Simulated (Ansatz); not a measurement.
# CH5ClO3Si: the cost of one run

Method: RKS PBE/STO-3G, in Ansatz 0.2.0.

## 1. The starting structure

Bond lengths: O1–C2 1.456 Å, C2–O3 1.425 Å, C2–Cl4 1.843 Å, C2–O5 1.391 Å, O5–Si6 1.661 Å, O1–H7 0.946 Å, O3–H8 0.937 Å, Si6–H9 1.505 Å, Si6–H10 1.459 Å, Si6–H11 1.494 Å. Angles (14 of 15 angles, heavy atoms first): O1–C2–O3 106.3°, O1–C2–Cl4 102.7°, O1–C2–O5 110.7°, O3–C2–Cl4 110.8°, O3–C2–O5 115.0°, Cl4–C2–O5 110.6°, C2–O5–Si6 121.7°, C2–O1–H7 101.8°, C2–O3–H8 97.6°, O5–Si6–H9 108.5°, O5–Si6–H10 109.4°, O5–Si6–H11 108.5°, H9–Si6–H10 110.1°, H9–Si6–H11 108.4°.

Coordinates:

```xyz
11

O     0.8596   -1.6237    1.2352
C     0.4887   -0.7236    0.1528
O    -0.4857   -1.4138   -0.6247
Cl    2.0668   -0.5447   -0.7829
O     0.0759    0.5053    0.6562
Si   -0.7716    1.5896   -0.2736
H     1.7978   -1.6825    1.1256
H    -0.8718   -1.9074    0.0717
H    -0.8670    2.8904    0.4771
H    -0.0731    1.7920   -1.5386
H    -2.1542    1.0615   -0.4782
```

## 2. Relaxing the start

Contents of input.yaml:

```yaml
crystal:
  periodic: [false, false, false]
  atoms:
    - { symbol: O, position_ang: [0.8596, -1.6237, 1.2352] }
    - { symbol: C, position_ang: [0.4887, -0.7236, 0.1528] }
    - { symbol: O, position_ang: [-0.4857, -1.4138, -0.6247] }
    - { symbol: Cl, position_ang: [2.0668, -0.5447, -0.7829] }
    - { symbol: O, position_ang: [0.0759, 0.5053, 0.6562] }
    - { symbol: Si, position_ang: [-0.7716, 1.5896, -0.2736] }
    - { symbol: H, position_ang: [1.7978, -1.6825, 1.1256] }
    - { symbol: H, position_ang: [-0.8718, -1.9074, 0.0717] }
    - { symbol: H, position_ang: [-0.867, 2.8904, 0.4771] }
    - { symbol: H, position_ang: [-0.0731, 1.792, -1.5386] }
    - { symbol: H, position_ang: [-2.1542, 1.0615, -0.4782] }
basis:
  gaussian: { orbitals: STO-3G }
hamiltonian:
  xc: pbe
relax:
  f_tol: 0.02
  max_steps: 40
scf:
  lower_state_search: "off"
output:
  orbitals: {}
```

Command:

```sh
> ansatz run input.yaml --threads 1 --pin off --max-ram 2048MiB --backend cpu --events-out ev --progress --plain --runs-dir out
```

Q: Estimate wall time and peak memory on 1 thread of Arm Neoverse N1, shared host.

About 66 s, with a peak of 0.14 GiB.
